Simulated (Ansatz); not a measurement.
# Ge (diamond type): the cost of one run

Method: DFT PBEsol, with the methods named in each step, in Ansatz 0.2.0.

### Step 1. Starting point

It takes space group Fd-3m (No. 227, cubic). The conventional cell has a = 5.676 Å, b = 5.676 Å, c = 5.676 Å, α = 90.00°, β = 90.00°, γ = 90.00°. Around Ge (site symmetry -43m) lie 4 Ge at 2.46 Å.

As a file:

```xyz
2
Lattice="0.0000 2.8380 2.8380 2.8380 0.0000 2.8380 2.8380 2.8380 0.0000" Properties=species:S:1:pos:R:3 pbc="T T T"
Ge   -0.7095   -0.7095   -0.7095
Ge    0.7095    0.7095    0.7095
```

Whether this phase is the stable one at these pressures isn't tested.

Atoms are numbered in the order of the input: Ge1, Ge2.

### Step 2. The reference volume, LAPW

Contents of input.yaml:

```yaml
crystal:
  lattice:
    - [0.0, 2.8379511188, 2.8379511188]
    - [2.8379511188, 0.0, 2.8379511188]
    - [2.8379511188, 2.8379511188, 0.0]
  atoms:
    - { symbol: Ge, position: [-0.125, -0.125, -0.125] }
    - { symbol: Ge, position: [0.125, 0.125, 0.125] }
kpoints:
  mp_grid: { grid: [13, 13, 13] }
  band_path:
    path:
      - [0.0, 0.0, 0.0]
      - [0.5, 0.0, 0.5]
      - [0.625, 0.25, 0.625]
      - [0.375, 0.375, 0.75]
      - [0.0, 0.0, 0.0]
      - [0.5, 0.5, 0.5]
      - [0.5, 0.25, 0.75]
      - [0.5, 0.0, 0.5]
    npoints: 14
scf:
  occupations: { method: fermi_dirac, width: 0.05 }
hamiltonian:
  xc: pbesol
  pseudopotentials: { kind: all_electron, lapw: { basis_error: 0.001 } }
output:
  forces: true
  stress: true
  eigenvalues: true
  populations: true
  dos: { projected: true, de: 0.2, e_range: [-14, 8] }
```

The run is started by

```sh
> ansatz run input.yaml --threads 1 --pin off --max-ram 2048MiB --backend cpu --events-out ev --progress --plain --runs-dir out
```

**Question.** How long does this run take on 1 thread of Intel Xeon 6975P-C (Granite Rapids), shared host, and how much memory does it need?

About 16 s, with a peak of 0.44 GiB.
